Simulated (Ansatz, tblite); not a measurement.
# Ge(OH)2H2 (GeH4O2): rung by rung

How do method and basis change the picture of Ge(OH)2H2 (GeH4O2) (singlet)?

The runs use Ansatz 0.2.0, Gaussian basis; as each input shows.

Plan: GFN1-xTB, GFN2-xTB, PBE-D4/def2-TZVP, r2SCAN-D4/def2-TZVP, CAM-B3LYP-D4/def2-TZVP, r2SCAN0-D4/def2-TZVP, ωB97X-V/def2-TZVP, HF/def2-TZVP, B2PLYP/def2-TZVP, B97M-V/def2-TZVP, LC-ωPBE/def2-TZVP, PBE-D4/def2-SVP, PBE0-D4/def2-SVP, HF/6-31G, B3LYP-D4/6-31G, PBE0-D4/def2-TZVPD, PBE-D4/def2-TZVPD, r2SCAN-D4/def2-TZVPD, CCSD(T)/def2-TZVPP, MP2/def2-TZVP, RPA/def2-TZVP.

## Step 1: The geometry

The geometry is that of the singlet, from an earlier relaxation (r2SCAN-D4/def2-TZVP).

7 atoms, charge 0, spin multiplicity 1.

Bond lengths: Ge1–O2 1.780 Å, Ge1–O4 1.775 Å, Ge1–H6 1.523 Å, Ge1–H7 1.541 Å, O2–H3 0.962 Å, O4–H5 0.963 Å. Angles: O2–Ge1–O4 109.6°, O2–Ge1–H6 108.0°, O2–Ge1–H7 108.2°, O4–Ge1–H6 104.2°, O4–Ge1–H7 110.7°, H6–Ge1–H7 115.9°, Ge1–O2–H3 112.4°, Ge1–O4–H5 112.6°.

PBE0-D4/def2-TZVP was run before; its log isn't repeated, and its numbers join the tables.

## Step 2: GFN1-xTB

Tight binding, by tblite at 300 K electronic temperature and without a spin-polarisation term:

```python
tblite.interface.Calculator('GFN1-xTB', numbers, positions, charge=0, uhf=0).singlepoint()
```

Energy -360.3993 eV, HOMO -12.74 eV, LUMO -6.00 eV; 0.004 s.

## Step 3: GFN2-xTB

Tight binding, by tblite at 300 K electronic temperature and without a spin-polarisation term:

```python
tblite.interface.Calculator('GFN2-xTB', numbers, positions, charge=0, uhf=0).singlepoint()
```

Energy -330.2888 eV, HOMO -11.88 eV, LUMO -3.38 eV; 0.002 s.

## Step 4: PBE-D4/def2-TZVP

start.molden holds the orbitals of an earlier run on this state, given as this run's starting guess.

Input file in.yaml:

```yaml
crystal:
  periodic: [false, false, false]
  atoms:
    - {symbol: Ge, position_ang: [-0.289546, 0.180848, -0.358228]}
    - {symbol: O, position_ang: [-0.452303, 0.462936, 1.391887]}
    - {symbol: H, position_ang: [-0.753581, -0.320086, 1.863025]}
    - {symbol: O, position_ang: [1.427925, 0.038647, -0.781998]}
    - {symbol: H, position_ang: [1.863904, -0.686519, -0.322008]}
    - {symbol: H, position_ang: [-0.749767, 1.438885, -1.083276]}
    - {symbol: H, position_ang: [-1.046631, -1.114721, -0.709411]}
basis:
  gaussian: {orbitals: def2-TZVP, initial_orbitals: start.molden}
hamiltonian: {xc: pbe, dispersion: d4}
scf: {omitted_lower_state_checks: [starts]}
output: {orbitals: {seedname: orbitals}}
```

Run with:

```bash
$ ansatz run in.yaml --threads 4 --pin off --events-out ev --progress --plain --max-ram 3916MiB
```

After this run come: r2SCAN-D4/def2-TZVP; CAM-B3LYP-D4/def2-TZVP; r2SCAN0-D4/def2-TZVP; ωB97X-V/def2-TZVP; HF/def2-TZVP; B2PLYP/def2-TZVP; B97M-V/def2-TZVP; LC-ωPBE/def2-TZVP; PBE-D4/def2-SVP; PBE0-D4/def2-SVP; HF/6-31G; B3LYP-D4/6-31G; PBE0-D4/def2-TZVPD; PBE-D4/def2-TZVPD; r2SCAN-D4/def2-TZVPD; CCSD(T)/def2-TZVPP; MP2/def2-TZVP; RPA/def2-TZVP.

Q: Predict the results of all the runs planned. Wanted: gap in def2-TZVP, named functionals and Hartree-Fock, smallest and largest; correlation energy, CCSD(T)/def2-TZVPP; correlation energy, MP2/def2-TZVP; binding an atom, CCSD(T)/def2-TZVPP; PBE0 total energy, smallest basis above largest.

As calculated:

```
                                                                  quantity                            value
gap in def2-TZVP, named functionals and Hartree-Fock, smallest and largest  6.42 eV (PBE-D4), 15.81 eV (HF)
                                    correlation energy, CCSD(T)/def2-TZVPP                        -21.32 eV
                                         correlation energy, MP2/def2-TZVP                        -19.97 eV
                                       binding an atom, CCSD(T)/def2-TZVPP                         3.321 eV
                           PBE0 total energy, smallest basis above largest  12.53 eV (def2-SVP, def2-TZVPD)
```

In words: Orbital gaps of the named functionals and Hartree-Fock in def2-TZVP span 6.42 eV (PBE-D4) to 15.81 eV (HF); exact exchange widens it. A small miss in a minimal or small basis is a cancelling of errors, not accuracy. The functionals in def2-TZVP miss CCSD(T)/def2-TZVPP by -0.048 (r2SCAN0-D4) to +0.063 eV (PBE-D4) an atom. CCSD(T)/def2-TZVPP isn't at the basis-set limit; small misses against it rank nothing.
